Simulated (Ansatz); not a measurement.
# Si48C47P: the cost of one run

Method: density functional theory in Ansatz 0.2.0, PAW datasets, plane waves.

## 1. The starting cell

96 atoms (48 Si, 47 C, 1 P); a = 9.234 Å, b = 10.663 Å, c = 10.076 Å, α = 90.00°, β = 90.00°, γ = 90.00°. All atoms were shaken off their sites by about 0.02 Å along each axis. Defect site 1: (0.500, 0.417, 0.438).

Plan of the steps: (2) PBEsol relaxation at the single k point (¼, ¼, ¼), on 1 × NVIDIA H100 80GB HBM3 with 4 threads of AMD EPYC 7R13; (3) HSE06 single point at the single k point (¼, ¼, ¼), on 1 × NVIDIA H100 80GB HBM3 with 4 threads of AMD EPYC 7R13; (4) r²SCAN single point at the single k point (¼, ¼, ¼), on 1 × NVIDIA H100 80GB HBM3 with 4 threads of AMD EPYC 7R13.

## 2. Relaxation of the positions (PBEsol)

Input file in.yaml:

```yaml
crystal:
  lattice:
    - [9.234204, 0.000000, 0.000000]
    - [0.000000, 10.662740, 0.000000]
    - [0.000000, 0.000000, 10.075947]
  atoms:
    - { symbol: Si, position: [0.001516, 0.000154, 0.498022] }
    - { symbol: Si, position: [0.328244, 0.999911, 0.500903] }
    - { symbol: Si, position: [0.163608, 0.251247, 0.500881] }
    - { symbol: Si, position: [0.999263, 0.498167, 0.503585] }
    - { symbol: Si, position: [0.665157, 0.999377, 0.497968] }
    - { symbol: Si, position: [0.499971, 0.249841, 0.500302] }
    - { symbol: Si, position: [0.331751, 0.502693, 0.497106] }
    - { symbol: Si, position: [0.164413, 0.753721, 0.501004] }
    - { symbol: Si, position: [0.831177, 0.248371, 0.505669] }
    - { symbol: Si, position: [0.666097, 0.499357, 0.502057] }
    - { symbol: Si, position: [0.499930, 0.749752, 0.498600] }
    - { symbol: Si, position: [0.832563, 0.749324, 0.497475] }
    - { symbol: Si, position: [0.999263, 0.168195, 0.249830] }
    - { symbol: Si, position: [0.331068, 0.168090, 0.248526] }
    - { symbol: Si, position: [0.165663, 0.416598, 0.247932] }
    - { symbol: Si, position: [0.996412, 0.668862, 0.248990] }
    - { symbol: Si, position: [0.667826, 0.166762, 0.252763] }
    - { symbol: Si, position: [0.502799, 0.416031, 0.248214] }
    - { symbol: Si, position: [0.329344, 0.667281, 0.247329] }
    - { symbol: Si, position: [0.168446, 0.917877, 0.252453] }
    - { symbol: Si, position: [0.832706, 0.419054, 0.250889] }
    - { symbol: Si, position: [0.667014, 0.662413, 0.251672] }
    - { symbol: Si, position: [0.499186, 0.918720, 0.249157] }
    - { symbol: Si, position: [0.830228, 0.917504, 0.251170] }
    - { symbol: Si, position: [0.161871, 0.085654, 0.746310] }
    - { symbol: Si, position: [0.002254, 0.331486, 0.750269] }
    - { symbol: Si, position: [0.498584, 0.083112, 0.751871] }
    - { symbol: Si, position: [0.331882, 0.336501, 0.750848] }
    - { symbol: Si, position: [0.165377, 0.584164, 0.752431] }
    - { symbol: Si, position: [0.997912, 0.831379, 0.748876] }
    - { symbol: Si, position: [0.829880, 0.085885, 0.748799] }
    - { symbol: Si, position: [0.664528, 0.335518, 0.751439] }
    - { symbol: Si, position: [0.499534, 0.583098, 0.745482] }
    - { symbol: Si, position: [0.333447, 0.831158, 0.744576] }
    - { symbol: Si, position: [0.837338, 0.581015, 0.750191] }
    - { symbol: Si, position: [0.666378, 0.833952, 0.752635] }
    - { symbol: Si, position: [0.999596, 0.001286, 0.001927] }
    - { symbol: Si, position: [0.339116, 0.999291, 0.002635] }
    - { symbol: Si, position: [0.172046, 0.248236, 0.999367] }
    - { symbol: Si, position: [0.998291, 0.498343, 0.999700] }
    - { symbol: Si, position: [0.670026, 0.000732, 0.996921] }
    - { symbol: Si, position: [0.503160, 0.250790, 0.999131] }
    - { symbol: Si, position: [0.335413, 0.500539, 0.998938] }
    - { symbol: Si, position: [0.165083, 0.747607, 0.000583] }
    - { symbol: Si, position: [0.832052, 0.249351, 0.998420] }
    - { symbol: Si, position: [0.666668, 0.500685, 0.998751] }
    - { symbol: Si, position: [0.498635, 0.750802, 0.002231] }
    - { symbol: Si, position: [0.833055, 0.749902, 0.999311] }
    - { symbol: C, position: [0.001241, 0.998758, 0.186632] }
    - { symbol: C, position: [0.331669, 0.000234, 0.187167] }
    - { symbol: C, position: [0.166292, 0.251460, 0.186101] }
    - { symbol: C, position: [0.999689, 0.499641, 0.188471] }
    - { symbol: C, position: [0.665099, 0.999544, 0.187510] }
    - { symbol: C, position: [0.500253, 0.247463, 0.187366] }
    - { symbol: C, position: [0.332698, 0.499489, 0.187097] }
    - { symbol: C, position: [0.165771, 0.749007, 0.191680] }
    - { symbol: C, position: [0.836497, 0.250124, 0.185591] }
    - { symbol: C, position: [0.668264, 0.499295, 0.189405] }
    - { symbol: C, position: [0.501608, 0.751254, 0.187202] }
    - { symbol: C, position: [0.835788, 0.749303, 0.187454] }
    - { symbol: C, position: [0.000496, 0.000102, 0.688494] }
    - { symbol: C, position: [0.335479, 0.000333, 0.689364] }
    - { symbol: C, position: [0.169379, 0.248507, 0.686654] }
    - { symbol: C, position: [0.999684, 0.499444, 0.685920] }
    - { symbol: C, position: [0.663764, 0.000043, 0.688543] }
    - { symbol: C, position: [0.502977, 0.250273, 0.682030] }
    - { symbol: C, position: [0.333111, 0.499660, 0.685730] }
    - { symbol: C, position: [0.168011, 0.749947, 0.686555] }
    - { symbol: C, position: [0.831500, 0.248970, 0.688755] }
    - { symbol: C, position: [0.663555, 0.497915, 0.688006] }
    - { symbol: C, position: [0.498776, 0.751089, 0.686761] }
    - { symbol: C, position: [0.832055, 0.752017, 0.685136] }
    - { symbol: C, position: [0.998602, 0.165576, 0.436732] }
    - { symbol: C, position: [0.336404, 0.164884, 0.436793] }
    - { symbol: C, position: [0.163774, 0.416441, 0.436050] }
    - { symbol: C, position: [0.001136, 0.667514, 0.435950] }
    - { symbol: C, position: [0.667884, 0.163755, 0.436619] }
    - { symbol: C, position: [0.333651, 0.668349, 0.440683] }
    - { symbol: C, position: [0.172537, 0.918345, 0.442031] }
    - { symbol: C, position: [0.834804, 0.416462, 0.437289] }
    - { symbol: C, position: [0.667391, 0.667851, 0.438380] }
    - { symbol: C, position: [0.501515, 0.920136, 0.438664] }
    - { symbol: C, position: [0.836509, 0.913718, 0.435677] }
    - { symbol: C, position: [0.168787, 0.081680, 0.941734] }
    - { symbol: C, position: [0.001667, 0.329129, 0.941007] }
    - { symbol: C, position: [0.501309, 0.084387, 0.936833] }
    - { symbol: C, position: [0.333774, 0.335620, 0.941270] }
    - { symbol: C, position: [0.165793, 0.583228, 0.940244] }
    - { symbol: C, position: [0.998945, 0.832615, 0.938937] }
    - { symbol: C, position: [0.834211, 0.083429, 0.939638] }
    - { symbol: C, position: [0.665404, 0.332203, 0.939124] }
    - { symbol: C, position: [0.499870, 0.583513, 0.938545] }
    - { symbol: C, position: [0.334767, 0.834110, 0.936346] }
    - { symbol: C, position: [0.831670, 0.583627, 0.935356] }
    - { symbol: C, position: [0.668466, 0.832735, 0.937139] }
    - { symbol: P, position: [0.500001, 0.416156, 0.441013] }
  symmetry: { detect: false }
kpoints:
  mp_grid: { grid: [1, 1, 1], shift: [0.25, 0.25, 0.25] }
hamiltonian:
  xc: pbesol
total_charge: 1
scf:
  occupations: { method: fermi_dirac, width: 0.01 }
relax:
  f_tol: 0.03
  max_steps: 80
  escape_saddle: false
  adjacent_minimum: "off"
output:
  forces: true
  eigenvalues: true
  populations: true
  charged_corrections: { epsilon: 9.7 }
```

Run with:

```console
ansatz run in.yaml --threads 4 --pin off --max-ram 42750MiB --runs-dir r --events-out ev --progress --plain --backend cuda --devices 0, --max-vram 37GiB
```

**Question.** How long does this run take on 1 × NVIDIA H100 80GB HBM3 with 4 threads of AMD EPYC 7R13, shared host, and how much memory does it need?

About 10 s, with a peak of 1.5 GiB on the host.
